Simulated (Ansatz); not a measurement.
# BiAu: the cost of one run

Method: DFT r²SCAN, scalar-relativistic, plane waves, PAW, in Ansatz 0.2.0.

2 further runs of the same task are left out: 1 that didn't finish, 1 set aside as unsound or not needed. Runs told in other sessions of the task aren't counted.

## (1) The starting structure

The structure is cubic, space group F-43m (No. 216). The conventional cell has a = 6.372 Å, b = 6.372 Å, c = 6.372 Å, α = 90.00°, β = 90.00°, γ = 90.00°. Au (site symmetry -43m) has 4 Bi at 2.76 Å in its first shell of neighbours. Bi (site symmetry -43m) is surrounded by 4 Au at 2.76 Å.

As a file:

```
CELL_PARAMETERS angstrom
0.00000 3.18608 3.18608
3.18608 0.00000 3.18608
3.18608 3.18608 0.00000
ATOMIC_POSITIONS crystal
Au 0.00000 0.00000 0.00000
Bi 0.25000 0.25000 0.25000
```

This cell comes from an earlier session at r²SCAN: 32.342 Å³/atom at 0.03 GPa, on a 10×10×10 mesh.

The changes: atom 2 (Bi) moved 0.12 Å along z; strain e2 = +0.01, atoms carried along; all atoms moved at random (σ = 0.15 Å), cell strained at random (1 %).

## (2) Atom 2 (Bi) moved 0.12 Å along z

Input file input.yaml:

```yaml
crystal:
  lattice:
    - [0.0, 3.1860790586, 3.1860790586]
    - [3.1860790586, 0.0, 3.1860790586]
    - [3.1860790586, 3.1860790586, 0.0]
  atoms:
    - { symbol: Au, position: [0.0, 0.0, 0.0] }
    - { symbol: Bi, position: [0.2688319244, 0.2688319244, 0.2311680756] }
basis:
  ecutwfc: 500
  ecutrho_ratio: 4
kpoints:
  mp_grid: { grid: [10, 10, 10] }
hamiltonian:
  xc: r2scan
scf:
  occupations: { method: gaussian, width: 0.05 }
output:
  forces: true
  stress: true
  eigenvalues: true
  write_density: true
  write_potential: true
  elf: true
  volumetric_format: npy
```

Launch:

```console
> ansatz run input.yaml --threads 2 --pin off --max-ram 2662MiB --backend cpu --events-out ev --progress --plain --runs-dir out
```

Q: Estimate wall time and peak memory on 2 threads of Arm Neoverse V1, shared host.

About 40 s, with a peak of 0.71 GiB.
